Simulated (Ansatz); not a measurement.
# AlB2P3: the cost of one run

Method: DFT PBE, scalar-relativistic, plane waves, PAW, in Ansatz 0.2.0.

### Step 1. The starting structure

It takes space group P3m1 (No. 156, trigonal). Conventional cell: a = 3.415 Å, b = 3.415 Å, c = 8.650 Å, α = 90.00°, β = 90.00°, γ = 120.00°. Al (site symmetry 3m) has 4 P at 2.24 to 2.39 Å as nearest neighbours. B (site symmetry 3m) is surrounded by 4 P at 1.97 to 2.07 Å. Around B (site symmetry 3m) lie 4 P at 1.98 to 2.07 Å. P (site symmetry 3m) has 4 B at 1.97 to 2.07 Å as nearest neighbours. P (site symmetry 3m) has 1 B at 1.98 Å and 3 Al at 2.24 Å as nearest neighbours. Around P (site symmetry 3m) lie 3 B at 2.07 Å and 1 Al at 2.39 Å.

As a file:

```
CELL_PARAMETERS angstrom
3.41537 0.00000 0.00000
-1.70768 2.95779 0.00000
0.00000 0.00000 8.64960
ATOMIC_POSITIONS crystal
Al 0.33333 0.66667 0.67072
B 0.00000 0.00000 0.01931
B 0.66667 0.33333 0.31878
P 0.00000 0.00000 0.24725
P 0.66667 0.33333 0.54716
P 0.33333 0.66667 0.94678
```

The cell was relaxed beforehand at this level, from a generated guess; it is a trial structure. At a tolerance of 0.02 Å it has space group P3m1 (No. 156); it has 14.56 Å³/atom, an uncorrected energy of -0.24 eV/atom over the elements.

### Step 2. Static run: bands, density of states and charges

File input.yaml:

```yaml
crystal:
  lattice:
    - [3.4153663761, 0.0, 0.0]
    - [-1.7076831881, 2.9577940449, 0.0]
    - [0.0, 0.0, 8.6495964377]
  atoms:
    - { symbol: Al, position: [0.3333333333, 0.6666666667, 0.6707231955] }
    - { symbol: B, position: [0.0, 0.0, 0.0193146169] }
    - { symbol: B, position: [0.6666666667, 0.3333333333, 0.3187754146] }
    - { symbol: P, position: [0.0, 0.0, 0.2472477498] }
    - { symbol: P, position: [0.6666666667, 0.3333333333, 0.5471565739] }
    - { symbol: P, position: [0.3333333333, 0.6666666667, 0.9467824494] }
basis:
  ecutwfc: 420
kpoints:
  mp_grid: { grid: [12, 12, 4] }
  band_path:
    path:
      - [[0.0, 0.0, 0.0], [0.5, 0.0, 0.0], [0.33333333, 0.33333333, 0.0], [0.0, 0.0, 0.0], [0.0, 0.0, 0.5], [0.5, 0.0, 0.5], [0.33333333, 0.33333333, 0.5], [0.0, 0.0, 0.5]]
      - [[0.5, 0.0, 0.5], [0.5, 0.0, 0.0]]
      - [[0.33333333, 0.33333333, 0.5], [0.33333333, 0.33333333, 0.0]]
    npoints: 14
hamiltonian:
  xc: pbe
scf:
  occupations: { method: gaussian, width: 0.01 }
  n_extra_bands: 15
output:
  forces: true
  stress: true
  eigenvalues: true
  populations: true
  dos: { projected: true, de: 0.02, nscf_kmesh: { grid: [15, 15, 5] } }
  bader: true
  write_density: true
  write_potential: true
  elf: true
  volumetric_format: npy
```

Launch:

```console
$ ansatz run input.yaml --threads 1 --pin off --max-ram 2560MiB --backend cpu --events-out ev --progress --plain --runs-dir out
```

Q: Estimate wall time and peak memory on 1 thread of Intel Xeon at 2.50GHz (Skylake/Cascade Lake), shared host.

About 3.6 min, with a peak of 0.49 GiB.
